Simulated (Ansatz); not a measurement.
This script makes relaxations under a series of pressures of Ge, space group I4_1/amd with the Python package of Ansatz (0.2.0).

Input file `POSCAR`:
```text
Ge
1.0
  -2.57448972    2.57448972    1.39741264
   2.57448972   -2.57448972    1.39741264
   2.57448972    2.57448972   -1.39741264
Ge
2
Direct
   0.25000000    0.75000000    0.50000000
   0.50000000    0.50000000    0.00000000
```

`run_compress.py`
```python
'''Volume and enthalpy of Ge against pressure.'''

import ansatz as az
from ase.io import read
import numpy as np

def edges_and_angles(cell):
    cell = np.asarray(cell)
    a, b, c = np.linalg.norm(cell, axis=1)
    cosines = cell[1] @ cell[2] / (b * c), cell[0] @ cell[2] / (a * c), cell[0] @ cell[1] / (a * b)
    return (a, b, c, *np.degrees(np.arccos(cosines)))

atoms = read('POSCAR', format='vasp')
system = az.Crystal.from_ase(atoms)

setup = (
    system.calculation()
    .kpoints(12)  # sampling of the Brillouin zone
    .occupations(az.OccupationsMethod.COLD)  # fractional filling near the Fermi level
    .pseudopotentials('paw')
    .functional('pbesol')
    .basis(41 * az.Ry)
)

# H = F + PV, with 1 GPa A^3 = 1/160.21766 eV
rows = []
for pressure in [0, 2, 4, 6, 8]:
    done = setup.relax(cell=True, pressure=pressure, max_steps=60).run(threads=1)
    cell = done.lattice.cell_ang
    n_atoms = len(done.lattice.sites)
    volume = abs(np.linalg.det(cell)) / n_atoms
    enthalpy = done.report['free_energy_ev'] / n_atoms + pressure * volume / 160.21766
    rows.append((pressure, volume, enthalpy, *edges_and_angles(cell)))
    print(f'{pressure} GPa done: {volume:.4f} A^3/atom')

print(' P (GPa)  V (A^3/atom)  H (eV/atom)     a       b       c')
for row in rows:
    print('{:8.1f} {:12.4f} {:14.5f} {:7.4f} {:7.4f} {:7.4f}'.format(*row[:6]))
p, v = np.array([row[0] for row in rows], float), np.array([row[1] for row in rows])
print('mean bulk modulus between rows (GPa):', np.round(-np.diff(p) / np.diff(np.log(v)), 1))
```

Its results, one of them left out:

| P (GPa) | relaxed V (Å³/atom) |
| --- | --- |
| 0 | 18.344 |
| 2 | 17.912 |
| 4 | 17.529 |
| 6 | 17.189 |
| 8 | ? |

What volume does the cell relax to at 8 GPa?

Murnaghan's form V = V0 (1 + B' P / B0)^(-1/B') through the 4 rows shown gives V0 = 18.344 Å³, B0 = 79.3 GPa and B' = 4.54, and so 16.882 Å³ an atom at 8 GPa. The run gave 16.877 Å³, 0.03 % away.

Caveats:
- At a fixed pressure a relaxation lowers the enthalpy F + PV, while F alone can rise.
- This isn't the structure that Ge takes at ambient conditions.
- Symmetry holds the cell in this phase, whether or not it is the stable one at each pressure.
- Finished in 2.4 min on 1 thread of Intel(R) Xeon(R) Processor @ 2.30GHz (shared host), peak memory 0.72 GiB.
